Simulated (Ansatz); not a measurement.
# SnO2 (Cassiterite): the cost of one run

Method: DFT PBE, scalar-relativistic, plane waves, PAW, in Ansatz 0.2.0.

## (1) Starting point

Symmetry: P4_2/mnm, No. 136, tetragonal system. Conventional cell: a = 4.827 Å, b = 4.827 Å, c = 3.238 Å, α = 90.00°, β = 90.00°, γ = 90.00°. Around Sn (site symmetry mmm) lie 6 O at 2.09 Å. O (site symmetry m2m) is surrounded by 3 Sn at 2.09 Å.

Coordinates:

```cif
data_structure
_symmetry_space_group_name_H-M 'P 1'
_symmetry_Int_Tables_number 1
_cell_length_a 4.8274
_cell_length_b 4.8274
_cell_length_c 3.2381
_cell_angle_alpha 90.000
_cell_angle_beta 90.000
_cell_angle_gamma 90.000
_cell_volume 75.46
loop_
_atom_site_label
_atom_site_type_symbol
_atom_site_fract_x
_atom_site_fract_y
_atom_site_fract_z
_atom_site_occupancy
Sn1 Sn 0.00000 0.00000 0.00000 1
Sn2 Sn 0.50000 0.50000 0.50000 1
O1 O 0.30654 0.30654 0.00000 1
O2 O 0.19346 0.80654 0.50000 1
O3 O 0.69346 0.69346 0.00000 1
O4 O 0.80654 0.19346 0.50000 1
```

It is the result of an earlier relaxation at this level (volume 12.58 Å³/atom; gap on the mesh: 0.68 eV).

## (2) Point at V/V0 = 0.97

File input.yaml:

```yaml
crystal:
  lattice:
    - [4.7786543855, 0.0, 0.0]
    - [0.0, 4.7786543855, 0.0]
    - [0.0, 0.0, 3.2053592363]
  atoms:
    - { symbol: Sn, position: [0.0, 0.0, 0.0] }
    - { symbol: Sn, position: [0.5, 0.5, 0.5] }
    - { symbol: O, position: [0.30654427, 0.30654427, 0.0] }
    - { symbol: O, position: [0.19345573, 0.80654427, 0.5] }
    - { symbol: O, position: [0.69345573, 0.69345573, 0.0] }
    - { symbol: O, position: [0.80654427, 0.19345573, 0.5] }
basis:
  ecutwfc: 420
kpoints:
  mp_grid: { grid: [6, 6, 8] }
hamiltonian:
  xc: pbe
scf:
  occupations: { method: gaussian, width: 0.02 }
output:
  forces: true
  stress: true
  eigenvalues: true
relax:
  adjacent_minimum: "off"
  f_tol: 0.01
  max_steps: 30
  cell: { stress_tol: 0.1, fix: [volume] }
```

On the command line:

```
$ ansatz run input.yaml --threads 2 --pin off --max-ram 5120MiB --backend cpu --events-out ev --progress --plain --runs-dir out
```

What time and memory should one allow on 2 threads of an x86-64 CPU, shared host?

About 25 s, with a peak of 0.45 GiB.
